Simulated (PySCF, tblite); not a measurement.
# Si₂₀H₃₂: electronic excitations, NMR shifts, part 1 of 2

Aim: compute the electronic excitations, NMR shifts of Si₂₀H₃₂.

Programs: tblite 0.8.0 and PySCF 2.14.0, with routines of our own; each step states its level. All values are computed. Atoms count from 0.

## Step 1: The starting structure

52 atoms, charge 0, multiplicity 1; geometry from: force field, distance geometry or constructed start.

## Step 2: Optimising the geometry with GFN2-xTB

Job settings and geometry (Å):

```
{"job": {"kind": "relax", "xc": "GFN2-xTB", "basis": "xTB"}, "charge": 0, "multiplicity": 1}
Si     1.933600     1.111800    -0.376600
Si    -0.003200     2.229700     0.368100
Si    -1.923500     1.111300    -0.374000
Si    -1.929400    -1.109200     0.368800
Si    -0.001000    -2.228300    -0.371600
Si     1.925400    -1.114100     0.372400
Si    -3.857400    -2.225400    -0.378300
Si    -3.854100    -4.451500     0.376500
Si    -1.926000    -5.569900    -0.375400
Si    -0.002800    -4.455000     0.376600
Si     3.855400     4.453000    -0.377100
Si     1.926200     5.565800     0.375000
Si    -0.003400     4.454900    -0.370000
Si     3.859700     2.226500     0.372300
Si     3.855300    -2.222000    -0.374800
Si     1.926800    -5.567200    -0.368700
Si     3.857900    -4.452300     0.375900
Si    -1.929800     5.564400     0.374000
Si    -3.858100     4.456000    -0.372500
Si    -3.854700     2.228000     0.377700
H      1.926400     1.117400    -1.813500
H     -0.000900     2.228600     1.814800
H     -1.925300     1.118200    -1.808400
H     -1.932900    -1.117900     1.813500
H      0.000500    -2.224500    -1.814100
H      1.922600    -1.114500     1.817500
H     -3.856800    -2.224800    -1.815700
H     -5.034700    -1.547200     0.103200
H     -3.856900    -4.453800     1.813000
H     -5.033000    -5.133200    -0.098600
H     -1.925100    -5.567200    -1.816100
H     -1.930600    -6.925200     0.102200
H     -0.001000    -4.454100     1.813100
H      3.859600     4.452900    -1.811300
H      5.035300     5.135400     0.098700
H      1.929200     5.570000     1.812100
H      1.927900     6.926600    -0.106100
H      0.000900     4.456700    -1.817600
H      3.858600     2.223200     1.814900
H      5.029300     1.551200    -0.100800
H      3.857400    -2.229400    -1.811200
H      5.040000    -1.553400     0.105700
H      1.933600    -5.566800    -1.818600
H      1.931300    -6.927000     0.100200
H      3.853800    -4.452500     1.817400
H      5.032200    -5.132000    -0.105400
H     -1.926300     5.567900     1.814400
H     -1.929000     6.929100    -0.099700
H     -3.855900     4.454600    -1.814800
H     -5.032200     5.134300     0.104000
H     -3.858400     2.219800     1.818100
H     -5.027500     1.549100    -0.102300
```

The run is started by

```sh
$ OMP_NUM_THREADS=2 python large_run.py task.json out
```

The driver reads the jobs from task.json and runs them one after another.

The program printed:

```text
step      E/eV     max force
  0   -1376.69982    1.432
  1   -1377.13547    0.687
  2   -1377.27383    0.218
  3   -1377.29288    0.196
  4   -1377.34435    0.267
  5   -1377.38950    0.274
  6   -1377.42752    0.262
  7   -1377.44752    0.193
  8   -1377.46315    0.175
  9   -1377.48048    0.260
 10   -1377.49849    0.290
 11   -1377.51129    0.209
 12   -1377.51896    0.143
 13   -1377.52466    0.100
 14   -1377.52948    0.124
 15   -1377.53368    0.107
 16   -1377.53722    0.087
 17   -1377.54035    0.102
 18   -1377.54401    0.126
 19   -1377.54879    0.160
 20   -1377.55399    0.159
 21   -1377.55842    0.110
 22   -1377.56181    0.087
 23   -1377.56459    0.074
 24   -1377.56733    0.096
 25   -1377.56999    0.106
 26   -1377.57204    0.092
 27   -1377.57340    0.064
 28   -1377.57423    0.045
 29   -1377.57467    0.026
 30   -1377.57492    0.027
 31   -1377.57516    0.026
 32   -1377.57546    0.032
 33   -1377.57582    0.036
 34   -1377.57617    0.032
 35   -1377.57653    0.029
 36   -1377.57691    0.030
 37   -1377.57731    0.030
 38   -1377.57761    0.025
 39   -1377.57777    0.020
 40   -1377.57787    0.018
```

Wall time 3.9 s (2 threads of Arm Neoverse V1, shared host); peak memory 0.16 GiB.

The steps of the relaxation:

```csv
step,energy from step 0 (eV),largest force (eV/Å)
0,0.0000,1.4324
1,-0.4356,0.6867
2,-0.5740,0.2178
3,-0.5931,0.1961
4,-0.6445,0.2675
5,-0.6897,0.2736
6,-0.7277,0.2618
7,-0.7477,0.1932
8,-0.7633,0.1749
10,-0.7987,0.2905
13,-0.8248,0.1002
15,-0.8339,0.1068
18,-0.8442,0.1255
20,-0.8542,0.1594
23,-0.8648,0.0733
25,-0.8702,0.1054
28,-0.8744,0.0446
30,-0.8751,0.0272
33,-0.8760,0.0364
36,-0.8771,0.0295
37,-0.8775,0.0300
38,-0.8778,0.0252
39,-0.8780,0.0200
40,-0.8781,0.0180
```

Close pairs (by a distance rule), those that changed most:

```csv
bond,before (Å),after (Å),change (Å)
Si2–H22,1.434,1.490,+0.055
Si0–H20,1.437,1.489,+0.053
Si9–H32,1.437,1.488,+0.051
Si4–H24,1.443,1.490,+0.047
Si3–H23,1.445,1.490,+0.045
Si5–H25,1.445,1.489,+0.044
Si1–H21,1.447,1.490,+0.043
Si13–H39,1.431,1.471,+0.040
```

The end geometry stands in the next job.

## Step 3: Electronic excitations: TDDFT PBE/def2-SVP

Job settings and geometry (Å):

```
{"job": {"kind": "uv", "basis": "def2-SVP", "grid": 1, "kgrid": 0, "vcut": null, "nstates": 6, "ntriplets": 2, "tda": false, "delta": ["ip_vertical"], "pop": true, "xc": "PBE"}, "charge": 0, "multiplicity": 1}
Si     1.970083     1.141376    -0.270777
Si    -0.000157     2.303567     0.281140
Si    -1.969784     1.141208    -0.271252
Si    -1.970231    -1.141049     0.270858
Si     0.000756    -2.302362    -0.281155
Si     1.970351    -1.140284     0.271804
Si    -3.901391    -2.306653    -0.339085
Si    -3.931325    -4.521859     0.360144
Si    -2.006759    -5.631263    -0.333668
Si    -0.000013    -4.596932     0.278149
Si     3.932090     4.522703    -0.361445
Si     2.007312     5.632111     0.331897
Si     0.000522     4.597616    -0.278813
Si     3.901939     2.306937     0.337480
Si     3.901777    -2.306809    -0.336330
Si     2.006482    -5.631163    -0.333234
Si     3.930878    -4.522735     0.362310
Si    -2.006021     5.631606     0.334554
Si    -3.931520     4.523346    -0.358675
Si    -3.901366     2.307024     0.338560
H      1.965229     1.162100    -1.760078
H      0.000472     2.305977     1.770718
H     -1.964965     1.163756    -1.760604
H     -1.965379    -1.162561     1.760213
H      0.000667    -2.305297    -1.770783
H      1.963455    -1.161910     1.761020
H     -3.976247    -2.276533    -1.810514
H     -5.112906    -1.577961     0.067872
H     -3.984320    -4.547646     1.832086
H     -5.158847    -5.238493    -0.022937
H     -2.011959    -5.680443    -1.807289
H     -2.011077    -7.053673     0.044762
H     -0.000312    -4.578065     1.765646
H      3.985734     4.548725    -1.833481
H      5.159460     5.239263     0.022867
H      2.012821     5.682967     1.805388
H      2.011055     7.054052    -0.048004
H     -0.000594     4.578689    -1.766293
H      3.976804     2.277242     1.809078
H      5.113546     1.578536    -0.070271
H      3.977614    -2.275846    -1.807882
H      5.113008    -1.577975     0.071903
H      2.013103    -5.680262    -1.806772
H      2.011178    -7.053490     0.044655
H      3.985241    -4.549396     1.834309
H      5.158879    -5.238251    -0.021529
H     -2.011347     5.680726     1.808178
H     -2.010890     7.054002    -0.043744
H     -3.986162     4.549500    -1.830652
H     -5.159247     5.239125     0.025850
H     -3.975972     2.276029     1.810190
H     -5.112749     1.578210    -0.069418
```

Method: TDDFT PBE/def2-SVP, vertical, gas phase, core orbitals frozen in the response.

The program printed:

```text
start: PBE on a coarse grid of 49936 points
cycle   1  E = -5803.3894480547  dE =  4.357e-01  |g| = 3.691e-01  |ddm| = 7.167e+00
cycle   2  E = -5803.4137619384  dE = -2.431e-02  |g| = 2.379e-01  |ddm| = 7.908e-01
cycle   3  E = -5803.4288098686  dE = -1.505e-02  |g| = 1.435e-01  |ddm| = 5.973e-01
cycle   4  E = -5803.4377382374  dE = -8.928e-03  |g| = 3.198e-02  |ddm| = 3.172e-01
cycle   5  E = -5803.4381680071  dE = -4.298e-04  |g| = 1.010e-02  |ddm| = 7.524e-02
cycle   6  E = -5803.4381992762  dE = -3.127e-05  |g| = 3.392e-03  |ddm| = 2.150e-02
final grid: 193055 points
cycle   7  E = -5804.3766532526  dE = -2.052e-05  |g| = 8.279e-03  |ddm| = 6.787e-02
cycle   8  E = -5804.3765381565  dE =  1.151e-04  |g| = 1.804e-02  |ddm| = 4.907e-02
cycle   9  E = -5804.3766835920  dE = -1.454e-04  |g| = 1.639e-03  |ddm| = 3.546e-02
cycle  10  E = -5804.3766853131  dE = -1.721e-06  |g| = 2.412e-04  |ddm| = 3.389e-03
cycle  11  E = -5804.3766834496  dE =  1.863e-06  |g| = 7.217e-05  |ddm| = 5.359e-04
converged SCF energy = -5804.3766834496
Vertical ionisation energy (delta-SCF) = 7.7179 eV   <S^2> = 0.751

Static polarisability (au): isotropic 656.023, principal 367.614 743.886 856.569

Singlet excitations
state   eV       nm        f      main configurations
  1   4.0388    307.0   0.00000   H->L 0.98
  2   4.0887    303.2   0.00000   H-1->L 0.95
  3   4.1416    299.4   0.15095   H->L+1 0.84, H-2->L 0.11
  4   4.1422    299.3   0.00042   H-1->L+2 0.93
  5   4.1449    299.1   0.00034   H->L+2 0.89
  6   4.1505    298.7   0.06734   H-1->L+1 0.95

Triplet excitations (Tamm-Dancoff, eV): 3.8665 3.9050
```

Wall time 63 s (2 threads of Arm Neoverse V1, shared host); peak memory 1.5 GiB.

The orbitals next to the gap, with their largest atomic shares:

```csv
orbital,eV,atoms
HOMO−4,-6.95,"Si1 14 %, Si4 14 %, Si12 12 %"
HOMO−3,-6.92,"Si8 8 %, Si17 8 %, Si15 8 %"
HOMO−2,-6.63,"Si17 7 %, Si15 7 %, Si8 7 %"
HOMO−1,-6.35,"Si4 10 %, Si1 10 %, Si5 8 %"
HOMO,-6.31,"Si9 9 %, Si12 9 %, Si3 8 %"
LUMO,-2.34,"Si2 10 %, Si3 10 %, Si5 10 %"
LUMO+1,-2.29,"Si0 7 %, Si5 7 %, Si2 7 %"
LUMO+2,-2.26,"Si4 12 %, Si1 12 %, Si3 8 %"
LUMO+3,-1.96,"Si12 7 %, Si9 7 %, Si17 5 %"
```

With each of the 6 states as a Gaussian band of 0.4 eV half-width at 1/e, the curve within the window shown has maxima at 300 nm (ε 8,900) L/(mol cm). Beyond the last state computed it falls off for lack of states. The curve at chosen wavelengths:

| nm | ε (L/mol/cm) |
| --- | --- |
| 279 | 4937 |
| 282 | 5837 |
| 285 | 6691 |
| 289 | 7677 |
| 292 | 8248 |
| 295 | 8641 |
| 298 | 8842 |
| 302 | 8807 |
| 305 | 8572 |
| 308 | 8183 |
| 311 | 7671 |
| 315 | 6853 |
| 318 | 6181 |
| 321 | 5492 |
| 324 | 4813 |
| 328 | 3954 |
| 331 | 3364 |
| 334 | 2829 |
| 337 | 2354 |
| 341 | 1813 |
| 344 | 1475 |
| 347 | 1189 |
| 350 | 951 |
| 354 | 698 |
| 357 | 549 |
| 360 | 428 |

Leading natural transition orbitals of singlet state 3: the hole lies on 7 Si atoms about 7 % each; Si1 6 %; the particle on 7 Si atoms about 6 % each.

Leading natural transition orbitals of singlet state 1: the hole lies on 8 Si atoms about 7 % each; the particle on 4 Si atoms about 8 % each; Si1, Si4 about 7 % each.

Ground-state properties from the same run:

```csv
property,computed
dipole moment (D),0.00
polarisability (Å³),97.21
HOMO–LUMO gap (eV),3.97
−ε(HOMO) (eV),6.31
```

Orbitals, density, ELF and potential are computed afterwards from the orbital file.

Frontier orbitals at PBE/def2-SVP, with the share of their density that lies nearest to each atom:

```csv
orbital,energy (eV),lies on
HOMO,-6.31,8 Si atoms about 7 % each
LUMO,-2.34,"4 Si atoms about 8 % each; Si1, Si4 about 7 % each"
```

ELF in a plane through or near 22 of the atoms.

Ten even steps from ' ' (0.00) to '@' (1.00):
```
                                                        
                                                        
          ##@@##    --@@%%    %%@@::    ##@@%%          
        ..@@@@@@::::##@@@@  ..@@@@%%::::@@@@@@::        
          ++%%::**%%..**##    ####..%%==..%%++          
          --**::++##++..==    ==::--%%--====--          
    ++@@%%==##@@====##@@******++@@##====%%%%++%%@@++    
    @@@@@@==++++..  ==::--%%****::==  ..**::..@@@@@@    
    ++@@%%--**%%----##%%==##**--####----%%##==%%@@++    
          ==**::++##==::++....++----##========          
          ==**::++##==::++....++----##========          
    ++@@%%--**%%----##%%==##**--####----%%##==%%@@++    
    @@@@@@==++++..  ==::--%%****::==  ..**::..@@@@@@    
    ==@@%%==##@@====##@@******++@@##====%%%%++%%@@++    
          --**::++##**..==    ==::--%%--====--          
          ++%%::**%%..**##    ####..%%==..%%++          
        ..@@@@@@::::##@@@@  ..@@@@%%::::@@@@@@::        
          ##@@##    --@@%%    %%@@::    ##@@%%          
                                                        
                                                        
```
The map spans 19.3 Å across and 15.5 Å up, centred on the molecule. Atoms in the plane (x, y in Å): Si1 (-2.3, 0.0), Si3 (1.1, 2.0), Si5 (1.1, -2.0), Si7 (4.5, 3.9), Si9 (4.6, 0.0), Si11 (-5.6, -2.0), Si13 (-2.3, -3.9), Si16 (4.5, -3.9), Si17 (-5.6, 2.0), Si19 (-2.3, 3.9), H27 (1.6, 5.1), H29 (5.2, 5.2), H31 (7.1, 2.0), H34 (-5.2, -5.2), H36 (-7.1, -2.0), H39 (-1.6, -5.1), H41 (1.6, -5.1), H43 (7.1, -2.0), H45 (5.2, -5.2), H47 (-7.1, 2.0), H49 (-5.2, 5.2), H51 (-1.6, 5.1).

log10 of the density (e/Å³) in the same plane.

Values, 10 rows by 14 columns:
```
-4.0 -4.0 -4.0 -3.9 -4.0 -4.0 -4.0 -4.0 -3.9 -4.0 -3.9 -4.0 -4.0 -4.0
-4.0 -4.0 -2.9 -1.4 -2.1 -1.8 -1.8 -2.5 -1.5 -2.2 -1.6 -1.9 -3.9 -4.0
-4.0 -3.9 -2.1 -0.3 -0.4  0.3 -0.7 -1.7 -0.2 -0.4  0.3 -1.1 -3.0 -4.0
-4.0 -2.1 -0.7 -0.2 -0.8 -0.5 -0.4 -0.7 -0.3 -0.9 -0.4 -0.5 -1.1 -3.2
-4.0 -2.1 -0.6 -0.2 -0.9 -0.6 -0.3 -0.5 -0.3 -1.0 -0.4 -0.5 -1.1 -3.2
-4.0 -2.9 -1.6 -0.4 -0.3  0.9 -0.7 -1.3 -0.2 -0.3  0.8 -0.9 -2.2 -3.9
-4.0 -1.7  0.0  1.1 -1.2 -0.8  0.8 -0.3  0.0 -1.4 -0.6  0.2 -0.4 -3.0
-4.0 -3.0 -1.8 -0.5 -0.3  1.3 -0.8 -1.4 -0.2 -0.3  1.0 -1.1 -2.3 -4.0
-4.0 -4.0 -2.2 -0.1 -1.1 -0.7 -0.6 -1.7  0.0 -1.2 -0.4 -1.0 -3.4 -4.0
-4.0 -4.0 -3.7 -2.6 -3.1 -2.9 -2.9 -3.4 -2.7 -3.2 -2.7 -3.0 -4.0 -4.0
```
The map spans 19.3 Å across and 15.5 Å up, centred on the molecule. Atoms in the plane (x, y in Å): Si1 (-2.3, 0.0), Si3 (1.1, 2.0), Si5 (1.1, -2.0), Si7 (4.5, 3.9), Si9 (4.6, 0.0), Si11 (-5.6, -2.0), Si13 (-2.3, -3.9), Si16 (4.5, -3.9), Si17 (-5.6, 2.0), Si19 (-2.3, 3.9), H27 (1.6, 5.1), H29 (5.2, 5.2), H31 (7.1, 2.0), H34 (-5.2, -5.2), H36 (-7.1, -2.0), H39 (-1.6, -5.1), H41 (1.6, -5.1), H43 (7.1, -2.0), H45 (5.2, -5.2), H47 (-7.1, 2.0), H49 (-5.2, 5.2), H51 (-1.6, 5.1).

On the surface of density 0.002 e/bohr³ the electrostatic potential runs, from the 1st to the 99th percentile, from -0.02 to 0.82 V.

(Continued in part 2 of 2.)
